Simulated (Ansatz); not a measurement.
**CaC2: straining the crystal, biaxial strain in the a-b plane**

An exercise on one series of results from a longer session: the logs are not shown, and one member is left open.

Computed with Ansatz 0.2.0 (DFT r2SCAN, scalar-relativistic, plane waves, PAW, unless a step's input says otherwise).

3 further runs of the same task are left out: 3 set aside as unsound or not needed.

**The starting structure**

It takes space group R-3m (No. 166, trigonal). The conventional cell has a = 3.861 Å, b = 3.861 Å, c = 11.782 Å, α = 90.00°, β = 90.00°, γ = 120.00°. Around Ca (site symmetry -3m) lie 6 C at 2.60 Å. C (site symmetry 3m) is surrounded by 1 C at 1.25 Å.

Structure file:

```cif
data_structure
_symmetry_space_group_name_H-M 'P 1'
_symmetry_Int_Tables_number 1
_cell_length_a 3.8615
_cell_length_b 3.8615
_cell_length_c 11.7819
_cell_angle_alpha 90.000
_cell_angle_beta 90.000
_cell_angle_gamma 120.000
_cell_volume 152.14
loop_
_atom_site_label
_atom_site_type_symbol
_atom_site_fract_x
_atom_site_fract_y
_atom_site_fract_z
_atom_site_occupancy
Ca1 Ca 0.00000 0.00000 0.00000 1
Ca2 Ca 0.66667 0.33333 0.33333 1
Ca3 Ca 0.33333 0.66667 0.66667 1
C1 C 0.66667 0.33333 0.88619 1
C2 C 0.66667 0.33333 0.78047 1
C3 C 0.33333 0.66667 0.21953 1
C4 C 0.33333 0.66667 0.11381 1
C5 C 0.00000 0.00000 0.55286 1
C6 C 0.00000 0.00000 0.44714 1
```

It goes back to an entry of the Materials Project, which need not be the stable form.

The unstrained cell comes from an earlier run at this level (9 atoms, E(σ→0) -6975.8498 eV, gap 3.10 eV over the zone).

Set-up of the first run:

Input file input.yaml:

```yaml
crystal:
  lattice:
    - [3.8035410218, 0.0, 0.0]
    - [-1.9017705109, 3.2939631492, 0.0]
    - [0.0, 0.0, 11.8879355039]
  atoms:
    - { symbol: Ca, position: [0.0, 0.0, 0.0] }
    - { symbol: Ca, position: [0.6666666667, 0.3333333333, 0.3333333333] }
    - { symbol: Ca, position: [0.3333333333, 0.6666666667, 0.6666666667] }
    - { symbol: C, position: [0.6666666667, 0.3333333333, 0.886192346] }
    - { symbol: C, position: [0.6666666667, 0.3333333333, 0.7804743206] }
    - { symbol: C, position: [0.3333333333, 0.6666666667, 0.2195256794] }
    - { symbol: C, position: [0.3333333333, 0.6666666667, 0.113807654] }
    - { symbol: C, position: [0.0, 0.0, 0.5528590127] }
    - { symbol: C, position: [0.0, 0.0, 0.4471409873] }
basis:
  ecutwfc: 500
kpoints:
  mp_grid: { grid: [9, 9, 2] }
hamiltonian:
  xc: r2scan
scf:
  occupations: { method: gaussian, width: 0.02 }
output:
  forces: true
  stress: true
  eigenvalues: true
relax:
  adjacent_minimum: "off"
  f_tol: 0.008
  max_steps: 40
  cell: { stress_tol: 0.015, fix: [a, b, gamma] }
```

Launch:

```console
$ ansatz run input.yaml --threads 1 --pin off --max-ram 1331MiB --backend cpu --events-out ev --progress --plain --runs-dir out
```

Among the steps run: At -1.5 %; The gap over the whole zone at -1.5 %; At +1.5 %; Band edges over the zone at +1.5 %; The cell strained by -3.0 %; The gap over the whole zone at -3.0 %; The cell strained by +3.0 %; Band edges over the zone at +3.0 %.

One table of the session follows, with a row left open; its other results are not shown here.

It belongs to the step «Energy, stress and gap against strain». Lengths are those of the vectors of the cell that was run; stresses in GPa:

```
strain (%)  ΔE (meV/atom)  a (Å)  b (Å)   c (Å)  gap (eV)
      -3.0           11.1  3.746  3.746  12.031      3.06
      -1.5              ?      ?      ?       ?         ?
      +0.0            0.0  3.861  3.861  11.782      3.10
      +1.5            2.5  3.919  3.919  11.664      3.11
      +3.0            9.9  3.977  3.977  11.545      3.12
```

Q: Estimate the row for strain (%) = -1.5 from the others.

Worked estimate for «ΔE (meV/atom)». A straight line through the neighbours (-3.0, 11.1) and (0.0, 0.0) gives 11.1 + (0.0 − 11.1) × (-1.5 + 3.0) / (0.0 + 3.0) = 5.5; a parabola fitted to 3 rows on both sides gives 2.9.

**Answer.** ΔE (meV/atom): 2.7; a (Å): 3.804; b (Å): 3.804; c (Å): 11.907; gap (eV): 3.08. In «ΔE (meV/atom)» the line misses by +2.8 and the parabola by +0.2.

ΔE is over the unstrained cell. Stress in GPa, positive in compression, on the Cartesian axes of the input. Gaps are Kohn-Sham gaps over the whole zone.

Caveats from the session: The gap runs from 3.06 eV at -3.0 % through 3.10 to 3.12 eV at +3.0 %.
